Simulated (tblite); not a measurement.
# C2H16Si5: the cost of one run

Programs: tblite 0.8.0 and PySCF 2.14.0, with density-fitted response routines of our own. Each step states its level of theory. These are calculated values for one molecule in the gas phase, unless marked as measured. Atoms count from 0, in the outputs and in this text.

## Step 1: The starting structure

23 atoms, charge 0, multiplicity 1; geometry from: force field or distance geometry start.

Bonds of the start (Å): C0–Si1 1.89, Si1–Si2 2.20, Si1–Si3 2.21, Si3–Si4 2.23, Si3–C5 1.85, C5–Si6 1.88, C0–H7 1.12, C0–H8 1.10, C0–H9 1.10, Si1–H10 1.48, Si2–H11 1.48, Si2–H12 1.47, Si2–H13 1.48, Si3–H14 1.50, Si4–H15 1.46, Si4–H16 1.46, Si4–H17 1.48, C5–H18 1.10, C5–H19 1.11, Si6–H20 1.48, Si6–H21 1.49, Si6–H22 1.46.

## Step 2: Optimising the geometry with GFN2-xTB

The job: settings as JSON, then the geometry in Å.

```
{"job": {"kind": "relax", "xc": "GFN2-xTB", "basis": "xTB"}, "charge": 0, "multiplicity": 1}
C      2.411600    -0.629300     1.548100
Si     1.284000     0.530600     0.567700
Si     2.271500     1.327800    -1.234300
Si    -0.660900    -0.458500     0.207800
Si    -0.475000    -2.603700    -0.378300
C     -1.782900     0.456400    -0.941600
Si    -3.014600     1.409100     0.110300
H      1.915100    -0.743200     2.549500
H      3.373200    -0.107300     1.670700
H      2.492200    -1.601700     1.044800
H      1.023800     1.670700     1.473800
H      1.330100     1.984900    -2.163600
H      3.104100     0.337200    -1.924400
H      3.208600     2.381300    -0.788000
H     -1.347300    -0.453300     1.539600
H     -1.214100    -2.871500    -1.613200
H      0.911800    -3.059500    -0.463700
H     -1.127200    -3.444700     0.652100
H     -1.271600     1.198600    -1.566200
H     -2.371400    -0.279600    -1.525800
H     -4.351000     0.776900     0.046000
H     -2.575800     1.410500     1.534100
H     -3.139200     2.795100    -0.335300
```

On the command line:

```bash
OMP_NUM_THREADS=1 python probes_run.py task.json out
```

This one command runs all jobs of the session in turn.

**Question.** How long does this first job take on 1 thread of Arm Neoverse V2, shared host?

About 3.3 s.
